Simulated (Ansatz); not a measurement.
**PPdSe4: a short molecular-dynamics run**

Aim: set PPdSe4 (a randomly packed cell, 12 atoms, not relaxed) in motion for 20 steps of 1 fs under a Langevin thermostat at 1200 K, and see how temperature, energy and positions respond.

Program: Ansatz 0.2.0. Level of theory: DFT PBE, plane waves, PAW, scalar-relativistic, no spin polarisation. These are calculated values, not measurements.

### 1 The structure to begin with

The cell holds 12 atoms (P2Pd2Se8): a = 7.910 Å, b = 7.239 Å, c = 7.412 Å, α = 95.07°, β = 106.42°, γ = 87.38°.

Coordinates:

```xyz
12
Lattice="7.9071 0.1591 -0.1660 0.1736 7.2113 -0.6041 -1.9454 -0.0115 7.1525" Properties=species:S:1:pos:R:3 pbc="T T T"
Se    4.3879    0.6360    3.4869
Se    3.6067    5.5097    0.8076
Se    5.2570    0.5640    6.6050
Se    2.4218    3.0710    4.3235
Se    0.9969    3.7768    1.4743
Se   -0.5607    1.8591    4.8243
Pd    3.6242    1.7967    0.2167
Pd    1.1870    0.5385    2.3962
Se    5.2570    4.2859    5.3792
Se    2.7574    6.2347    5.0296
P    -0.0026    5.0870    4.1602
P     6.6043    6.0483    1.3401
```

### 2 Dynamics

File input.yaml:

```yaml
crystal:
  lattice:
    - [7.907085, 0.159079, -0.165994]
    - [0.173633, 7.211338, -0.604137]
    - [-1.945428, -0.011528, 7.152474]
  atoms:
    - { symbol: Se, position: [0.678667, 0.074036, 0.50951] }
    - { symbol: Se, position: [0.485803, 0.753617, 0.187848] }
    - { symbol: Se, position: [0.897098, 0.059945, 0.949336] }
    - { symbol: Se, position: [0.457124, 0.416813, 0.650285] }
    - { symbol: Se, position: [0.177195, 0.520232, 0.254175] }
    - { symbol: Se, position: [0.09528, 0.256811, 0.698397] }
    - { symbol: Pd, position: [0.468193, 0.23892, 0.061341] }
    - { symbol: Pd, position: [0.2338, 0.070076, 0.346365] }
    - { symbol: Se, position: [0.854086, 0.576803, 0.820614] }
    - { symbol: Se, position: [0.523726, 0.85427, 0.787515] }
    - { symbol: P, position: [0.142763, 0.7033, 0.644366] }
    - { symbol: P, position: [0.885421, 0.819626, 0.27714] }
kpoints:
  mp_grid: { grid: [2, 2, 2] }
magnetization:
  spin_polarized: false
scf:
  occupations: { method: cold, width: 0.15 }
hamiltonian:
  pseudopotentials: { kind: paw, source: ansatz }
  xc: pbe
basis:
  ecutwfc: 420
md:
  timestep: 1.0
  n_steps: 20
  ensemble: nvt_langevin
  temperature: 1200.0
  initial_velocities: maxwell_boltzmann
  seed: 3007
```

Started as:

```console
ansatz run input.yaml --threads 2 --pin off --max-ram 2560MiB --backend cpu --events-out ev --progress --plain --runs-dir out
```

The program printed, cut to the lines that bear on the results:

```text
Warning: md: disabling space-group detection — thermal motion breaks the input geometry's symmetry, so no spatial operation reduces the k-mesh or symmetrises the density; time reversal is kept, so that k and −k are solved as one point where they differ and the mesh holds both, and exact [...]
Warning: basis.ecutwfc = 420 eV is below the records' recommended 600 eV, and the density's cutoff is lower with it unless basis.ecutrho_ratio is high enough to keep the records' density cutoff: compare with a run at a higher cutoff
Warning: RAYON_NUM_THREADS=2 ignored (pool sized by the plan → 2); use --threads N
[...]
Pseudopotentials: kind: paw
Pseudopotential: Se, paw, valence charge 16, recommended cutoff 580 eV (normal), Se.paw.azcp
Pseudopotential: Pd, paw, valence charge 18, recommended cutoff 600 eV (normal), Pd.paw.azcp
Pseudopotential: P, paw, valence charge 5, recommended cutoff 600 eV (normal), P.paw.azcp
Functional definition: PBE
[...]
Crystal: 12 atoms, lattice volume = 405.445 Å³
Basis set: ecut = 420 eV, 7939 PW (Γ), exchange–correlation on 120×120×120 points (8 copies of the dense FFT grid, shifted against one another)
Bands: 105, of which v1, the nominal top of the filled ones, is band 87 counted from 1 (86 counted from 0)
Symmetry: 1 space group operations
k-points: 8
[...]
SCF iter   1: F=—  HF=-59198.154073 eV  |F-HF|=—  |Δ(HF+E_count)|=         —  Δρ=2.44e-2  dr2=7.70e0  ethr=3.10e-3  ⟨swp⟩=6.4  Hψ=2903  notcnv=0  defer=2
[...]
md step     0: t =     0.00 fs  T =  1100.0 K  F+E_penalty+E_count = -59197.07502719 eV  E_kin = 1.706232 eV  (11 SCF iters)
[...]
md step     6: t =     6.00 fs  T =  1081.2 K  F+E_penalty+E_count = -59197.15983593 eV  E_kin = 1.677086 eV  (4 SCF iters)
[...]
md step     7: t =     7.00 fs  T =  1028.2 K  F+E_penalty+E_count = -59197.18112359 eV  E_kin = 1.594810 eV  (4 SCF iters)
```

### 3 More of the same log

Output, continued, cut to the lines that bear on the results:

```text
SCF iter   1: F=—  HF=-59197.204298 eV  |F-HF|=—  |Δ(HF+E_count)|=         —  Δρ=3.01e-5  dr2=7.62e-6  ethr=4.13e-8  ⟨swp⟩=3.5  Hψ=2356  notcnv=0  defer=34
[...]
md step     8: t =     8.00 fs  T =  1012.5 K  F+E_penalty+E_count = -59197.20438853 eV  E_kin = 1.570545 eV  (5 SCF iters)
[...]
md step    11: t =    11.00 fs  T =   948.2 K  F+E_penalty+E_count = -59197.29221132 eV  E_kin = 1.470750 eV  (4 SCF iters)
[...]
md step    14: t =    14.00 fs  T =  1029.5 K  F+E_penalty+E_count = -59197.40083351 eV  E_kin = 1.596832 eV  (5 SCF iters)
[...]
md step    17: t =    17.00 fs  T =  1133.8 K  F+E_penalty+E_count = -59197.53551787 eV  E_kin = 1.758596 eV  (4 SCF iters)
[...]
md step    19: t =    19.00 fs  T =  1173.3 K  F+E_penalty+E_count = -59197.64181168 eV  E_kin = 1.819868 eV  (4 SCF iters)
[...]
Free energy (F): -59197.698738 eV
[...]
E sigma→0 (E₀):  -59197.698350 eV
Entropy (-TS):   -0.001163 eV (-0.097 meV/atom)
Fermi energy:    4.320467 eV
Step filling:    the computed levels leave a gap of 0.0057 eV = 0.0 smearing widths at the electron count; against every level under it full and every level over it empty, smearing changes F+E_penalty+E_count by -4.255 meV and its σ→0 estimate by -3.867 meV
[...]
--- Forces (eV/Å), atoms counted from 1 ---
  atom   1  Se    -0.08400009    -0.78133894    -0.14948048
  atom   2  Se     0.99485676     0.73301910    -0.49002144
  atom   3  Se    -0.07266809    -0.38055303     0.20172601
  atom   4  Se    -0.75068992     0.47112811     0.42845503
  atom   5  Se    -0.39718717     0.36378048     0.92752968
  atom   6  Se    -0.60626703     0.58145851     0.75145634
  atom   7  Pd    -0.38066703    -0.18832905    -0.78780619
  atom   8  Pd     0.25438627     0.29851096    -0.20519567
[...]
--- MD trajectory: 20 steps, t = 0.0 → 20.0 fs ---
  final state: T = 1188.8 K   F+E_penalty+E_count = -59197.69873797 eV   E_kin = 1.843990 eV
```

Run time: 4.4 min. Hardware: 2 threads of AMD EPYC 7R43 (Zen 3), shared host; peak memory 1.2 GiB.

### 4 The trajectory

The trajectory, step by step (energies from step 0); msd is the mean square displacement from the start, the centre of mass held:

| time (fs) | T (K) | potential energy change (meV/atom) | msd P (Å²) | msd Se (Å²) | msd Pd (Å²) |
| --- | --- | --- | --- | --- | --- |
| 0.0 | 1100 | 0.0 | 0.000 | 0.000 | 0.000 |
| 1.0 | 1165 | -0.6 | 0.000 | 0.000 | 0.000 |
| 2.0 | 1168 | -1.5 | 0.000 | 0.000 | 0.000 |
| 3.0 | 1119 | -2.6 | 0.001 | 0.000 | 0.000 |
| 4.0 | 1095 | -3.9 | 0.001 | 0.001 | 0.000 |
| 5.0 | 1043 | -5.4 | 0.002 | 0.001 | 0.000 |
| 6.0 | 1081 | -7.1 | 0.003 | 0.001 | 0.001 |
| 7.0 | 1028 | -8.8 | 0.005 | 0.002 | 0.001 |
| 8.0 | 1013 | -10.8 | 0.007 | 0.002 | 0.001 |
| 9.0 | 965 | -13.0 | 0.009 | 0.003 | 0.001 |
| 10.0 | 918 | -15.4 | 0.011 | 0.003 | 0.002 |
| 11.0 | 948 | -18.1 | 0.013 | 0.004 | 0.002 |
| 12.0 | 900 | -21.0 | 0.016 | 0.004 | 0.002 |
| 13.0 | 944 | -23.9 | 0.019 | 0.005 | 0.003 |
| 14.0 | 1029 | -27.2 | 0.022 | 0.006 | 0.003 |
| 15.0 | 1050 | -30.7 | 0.025 | 0.007 | 0.003 |
| 16.0 | 1075 | -34.4 | 0.029 | 0.008 | 0.004 |
| 17.0 | 1134 | -38.4 | 0.033 | 0.009 | 0.004 |
| 18.0 | 1230 | -42.7 | 0.037 | 0.010 | 0.004 |
| 19.0 | 1173 | -47.2 | 0.042 | 0.011 | 0.005 |
| 20.0 | 1189 | -52.0 | 0.047 | 0.012 | 0.005 |

time (fs), T (K) and a bar:
```
      0.0       1100 ##################
      1.0       1165 ########################
      2.0       1168 ########################
      3.0       1119 ####################
      4.0       1095 ##################
      5.0       1043 #############
      6.0       1081 ################
      7.0       1028 ############
      8.0       1013 ##########
      9.0        965 ######
     10.0        918 ##
     11.0        948 ####
     12.0        900 
     13.0        944 ####
     14.0       1029 ############
     15.0       1050 ##############
     16.0       1075 ################
     17.0       1134 #####################
     18.0       1230 ##############################
     19.0       1173 #########################
     20.0       1189 ##########################
```

Pair distribution over the second half of the run:

| r (Å) | g Se–Se | g Se–Pd | g Se–P |
| --- | --- | --- | --- |
| 0.68 | 0.00 | 0.00 | 0.00 |
| 0.84 | 0.00 | 0.00 | 0.00 |
| 1.00 | 0.00 | 0.00 | 0.00 |
| 1.16 | 0.00 | 0.00 | 0.00 |
| 1.32 | 0.00 | 0.00 | 0.00 |
| 1.48 | 0.00 | 0.00 | 0.00 |
| 1.64 | 0.00 | 0.00 | 0.00 |
| 1.80 | 0.00 | 0.00 | 0.00 |
| 1.96 | 0.00 | 0.00 | 0.00 |
| 2.12 | 0.00 | 0.00 | 0.00 |
| 2.28 | 0.00 | 0.00 | 0.00 |
| 2.44 | 0.00 | 0.00 | 0.00 |
| 2.60 | 0.00 | 0.00 | 0.00 |
| 2.76 | 0.00 | 0.00 | 0.07 |
| 2.92 | 0.47 | 0.00 | 2.44 |
| 3.08 | 1.53 | 0.00 | 5.76 |
| 3.24 | 6.25 | 3.52 | 3.57 |
| 3.40 | 2.49 | 5.96 | 0.00 |

First peaks of g(r) (not always the tallest), and, where a minimum follows, the mean number of second-named atoms round a first-named one up to the next minimum:

```
pair  peak (Å)  height  minimum (Å)  neighbours
Se–P      3.16     6.9            -           -
```

### 5 Positions and forces

Positions (Å) and forces (eV/Å):

```xyz
12
Lattice="7.907 0.159 -0.166 0.174 7.211 -0.604 -1.945 -0.012 7.152" Properties=species:S:1:pos:R:3:forces:R:3 pbc="T T T" time_fs=2.0 T=1168 dE=-0.0175
Se    4.382    0.642    3.487   -0.107   -0.483   -0.137
Se    3.610    5.517    0.812    0.402    0.570   -0.473
Se    5.266    0.566    6.595   -0.046   -0.407    0.281
Se    2.421    3.085    4.334   -0.465    0.012    0.119
Se    0.997    3.771    1.476    0.018    0.400    0.641
Se   -0.572    1.856    4.829   -0.103    0.290    0.442
Pd    3.619    1.798    0.207   -0.382   -0.226   -0.548
Pd    1.186    0.545    2.397   -0.047    0.230   -0.003
Se    5.269    4.273    5.385    0.585    0.072   -0.331
Se    2.758    6.230    5.026   -0.186   -0.102    0.591
P     0.003    5.067    4.160    0.167   -0.789   -0.948
P     6.594    6.043    1.331    0.165    0.433    0.366
12
Lattice="7.907 0.159 -0.166 0.174 7.211 -0.604 -1.945 -0.012 7.152" Properties=species:S:1:pos:R:3:forces:R:3 pbc="T T T" time_fs=5.0 T=1043 dE=-0.0649
Se    4.374    0.653    3.490   -0.101   -0.534   -0.116
Se    3.617    5.527    0.818    0.510    0.595   -0.474
Se    5.279    0.567    6.580   -0.035   -0.383    0.236
Se    2.418    3.103    4.351   -0.481    0.100    0.171
Se    0.994    3.763    1.478   -0.039    0.372    0.674
Se   -0.588    1.854    4.839   -0.210    0.339    0.509
Pd    3.615    1.799    0.191   -0.393   -0.214   -0.589
Pd    1.185    0.550    2.398    0.002    0.255   -0.034
Se    5.288    4.253    5.394    0.684    0.007   -0.324
Se    2.760    6.224    5.021   -0.239   -0.093    0.548
P     0.008    5.033    4.157    0.245   -0.867   -0.911
P     6.578    6.040    1.316    0.058    0.423    0.311
12
Lattice="7.907 0.159 -0.166 0.174 7.211 -0.604 -1.945 -0.012 7.152" Properties=species:S:1:pos:R:3:forces:R:3 pbc="T T T" time_fs=8.0 T=1013 dE=-0.1294
Se    4.369    0.664    3.492   -0.092   -0.584   -0.100
Se    3.624    5.538    0.823    0.615    0.621   -0.480
Se    5.289    0.569    6.567   -0.036   -0.370    0.211
Se    2.417    3.119    4.368   -0.505    0.179    0.233
Se    0.990    3.757    1.477   -0.105    0.360    0.716
Se   -0.602    1.852    4.850   -0.299    0.396    0.561
Pd    3.614    1.802    0.174   -0.396   -0.203   -0.636
Pd    1.185    0.551    2.397    0.050    0.268   -0.066
Se    5.304    4.238    5.403    0.751   -0.053   -0.310
Se    2.763    6.220    5.018   -0.283   -0.078    0.508
P     0.018    4.991    4.153    0.350   -0.958   -0.876
P     6.562    6.037    1.297   -0.051    0.422    0.239
12
Lattice="7.907 0.159 -0.166 0.174 7.211 -0.604 -1.945 -0.012 7.152" Properties=species:S:1:pos:R:3:forces:R:3 pbc="T T T" time_fs=10.0 T=918 dE=-0.1852
Se    4.367    0.671    3.492   -0.085   -0.616   -0.098
Se    3.629    5.546    0.825    0.682    0.637   -0.484
Se    5.296    0.569    6.562   -0.038   -0.369    0.208
Se    2.416    3.129    4.379   -0.532    0.230    0.271
Se    0.988    3.753    1.478   -0.148    0.358    0.749
Se   -0.611    1.849    4.858   -0.354    0.427    0.595
Pd    3.614    1.804    0.163   -0.397   -0.198   -0.668
Pd    1.185    0.551    2.396    0.081    0.273   -0.090
Se    5.316    4.229    5.410    0.793   -0.092   -0.297
Se    2.764    6.218    5.016   -0.314   -0.070    0.484
P     0.026    4.966    4.150    0.431   -1.009   -0.860
P     6.552    6.035    1.285   -0.120    0.429    0.190
12
Lattice="7.907 0.159 -0.166 0.174 7.211 -0.604 -1.945 -0.012 7.152" Properties=species:S:1:pos:R:3:forces:R:3 pbc="T T T" time_fs=12.0 T=900 dE=-0.2514
Se    4.364    0.677    3.490   -0.083   -0.648   -0.101
Se    3.636    5.554    0.827    0.747    0.655   -0.486
Se    5.303    0.567    6.557   -0.041   -0.368    0.203
Se    2.414    3.137    4.390   -0.567    0.274    0.307
Se    0.985    3.752    1.479   -0.197    0.360    0.784
Se   -0.619    1.847    4.868   -0.400    0.456    0.628
Pd    3.614    1.806    0.153   -0.396   -0.192   -0.698
Pd    1.188    0.551    2.396    0.116    0.278   -0.112
Se    5.328    4.223    5.416    0.833   -0.121   -0.287
Se    2.768    6.215    5.015   -0.331   -0.062    0.465
P     0.035    4.940    4.147    0.503   -1.061   -0.847
P     6.543    6.033    1.274   -0.185    0.430    0.144
12
Lattice="7.907 0.159 -0.166 0.174 7.211 -0.604 -1.945 -0.012 7.152" Properties=species:S:1:pos:R:3:forces:R:3 pbc="T T T" time_fs=15.0 T=1050 dE=-0.3683
Se    4.363    0.687    3.488   -0.082   -0.696   -0.112
Se    3.650    5.567    0.832    0.845    0.685   -0.491
Se    5.313    0.564    6.551   -0.050   -0.370    0.199
Se    2.410    3.150    4.407   -0.630    0.342    0.355
Se    0.982    3.752    1.480   -0.272    0.361    0.838
Se   -0.632    1.842    4.884   -0.473    0.498    0.675
Pd    3.617    1.807    0.140   -0.393   -0.190   -0.738
Pd    1.195    0.554    2.395    0.172    0.288   -0.144
Se    5.349    4.213    5.422    0.904   -0.169   -0.276
Se    2.773    6.211    5.015   -0.355   -0.049    0.441
P     0.049    4.900    4.146    0.613   -1.132   -0.825
P     6.533    6.032    1.259   -0.279    0.431    0.079
12
Lattice="7.907 0.159 -0.166 0.174 7.211 -0.604 -1.945 -0.012 7.152" Properties=species:S:1:pos:R:3:forces:R:3 pbc="T T T" time_fs=18.0 T=1230 dE=-0.5119
Se    4.363    0.695    3.486   -0.077   -0.748   -0.133
Se    3.666    5.580    0.837    0.936    0.716   -0.491
Se    5.322    0.559    6.546   -0.062   -0.376    0.201
Se    2.407    3.164    4.423   -0.706    0.419    0.401
Se    0.975    3.751    1.480   -0.347    0.361    0.888
Se   -0.646    1.835    4.901   -0.554    0.544    0.720
Pd    3.619    1.807    0.129   -0.387   -0.188   -0.770
Pd    1.203    0.557    2.392    0.221    0.294   -0.181
Se    5.371    4.201    5.430    0.985   -0.229   -0.268
Se    2.780    6.209    5.014   -0.370   -0.031    0.419
P     0.066    4.854    4.146    0.732   -1.199   -0.808
P     6.525    6.033    1.249   -0.372    0.437    0.021
12
Lattice="7.907 0.159 -0.166 0.174 7.211 -0.604 -1.945 -0.012 7.152" Properties=species:S:1:pos:R:3:forces:R:3 pbc="T T T" time_fs=20.0 T=1189 dE=-0.6237
Se    4.361    0.700    3.483   -0.084   -0.781   -0.149
Se    3.677    5.586    0.840    0.995    0.733   -0.490
Se    5.327    0.556    6.543   -0.073   -0.381    0.202
Se    2.406    3.175    4.433   -0.751    0.471    0.428
Se    0.970    3.751    1.480   -0.397    0.364    0.928
Se   -0.658    1.832    4.914   -0.606    0.581    0.751
Pd    3.619    1.805    0.121   -0.381   -0.188   -0.788
Pd    1.208    0.559    2.392    0.254    0.299   -0.205
Se    5.387    4.192    5.435    1.041   -0.277   -0.269
Se    2.784    6.207    5.015   -0.374   -0.020    0.406
P     0.075    4.821    4.143    0.805   -1.238   -0.804
P     6.521    6.034    1.244   -0.429    0.437   -0.010
```

### 6 Outcome

| quantity | value |
| --- | --- |
| length | 20 steps of 1 fs |
| temperature, first and last step | 1100 and 1189 K |
| temperature, second half | mean 1054 K, from 900 to 1230 K |
| potential energy, second half | -32 meV/atom from the start |
| mean square displacement, second half | P 0.027, Se 0.007, Pd 0.003 Å² |

Against a set 1200 K the second half averages 1054 K, going from 918 to 1189 K over that half. Over the second half P atoms stand 0.2 Å (root mean square) from where they began, and the farthest move is 0.3 Å. Settings off the usual here: hamiltonian.pseudopotentials. A run of 20 fs with 12 atoms shows the motion but fixes no equilibrium value. The cutoff lies under what these potentials recommend, so forces and energies are not converged in the basis.
